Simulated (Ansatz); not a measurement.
# CH6FGa: the cost of one run

Method: PBE0-D4/def2-SVP; program: Ansatz 0.2.0, Gaussian basis.

## 1. Starting geometry

The start, a first-order saddle point found at PBE0-D4 in triple zeta: 9 atoms, charge 0, spin multiplicity 1.

Atoms are counted from 1 here; the program's logs count them from 0.

Bond lengths: Ga1–C2 2.141 Å, Ga1–H3 1.556 Å, Ga1–H4 1.556 Å, Ga1–H5 1.859 Å, Ga1–F6 2.047 Å, C2–H7 1.093 Å, C2–H8 1.091 Å, C2–H9 1.100 Å, H5–F6 1.125 Å. Angles: C2–Ga1–H3 111.0°, C2–Ga1–H4 111.8°, C2–Ga1–H5 42.2°, C2–Ga1–F6 75.3°, H3–Ga1–H4 130.1°, H3–Ga1–H5 114.8°, H3–Ga1–F6 107.8°, H4–Ga1–H5 113.9°, H4–Ga1–F6 106.8°, H5–Ga1–F6 33.0°, Ga1–C2–H7 124.9°, Ga1–C2–H8 118.9°, Ga1–C2–H9 85.7°, H7–C2–H8 110.1°, H7–C2–H9 104.1°, H8–C2–H9 106.1°, Ga1–H5–F6 82.7°, Ga1–F6–H5 64.3°.

Coordinates:

```xyz
9

Ga   -1.0281   -0.3563   -0.4442
C     0.9205   -0.0958    0.4027
H    -0.9336   -0.8213   -1.9258
H    -2.0921   -0.6830    0.6436
H     0.1007    1.0504    0.0049
F    -0.7437    1.6700   -0.4054
H     1.1248    0.3591    1.3754
H     1.7695    0.0518   -0.2657
H     0.8819   -1.1749    0.6145
```

## 2. The run

md/in.yaml

```yaml
crystal:
  periodic: [false, false, false]
  atoms:
    - {symbol: Ga, position_ang: [-1.028091, -0.356314, -0.444163]}
    - {symbol: C, position_ang: [0.920521, -0.095781, 0.402742]}
    - {symbol: H, position_ang: [-0.933637, -0.821309, -1.925795]}
    - {symbol: H, position_ang: [-2.092060, -0.682968, 0.643607]}
    - {symbol: H, position_ang: [0.100713, 1.050417, 0.004863]}
    - {symbol: F, position_ang: [-0.743663, 1.669957, -0.405438]}
    - {symbol: H, position_ang: [1.124793, 0.359123, 1.375402]}
    - {symbol: H, position_ang: [1.769458, 0.051828, -0.265711]}
    - {symbol: H, position_ang: [0.881866, -1.174854, 0.614494]}
basis:
  gaussian: {orbitals: def2-SVP}
hamiltonian: {xc: pbe0, dispersion: d4}
md: {n_steps: 60, timestep: 0.5, temperature: 1500, ensemble: nve, seed: 289, initial_velocities: maxwell_boltzmann}
```

Run with:

```console
ansatz run in.yaml --threads 4 --pin off --events-out ev --progress --plain --max-ram 9574MiB
```

**Question.** How long does this run take on 4 threads of Intel Xeon at 2.70GHz, shared host?

About 93 s.
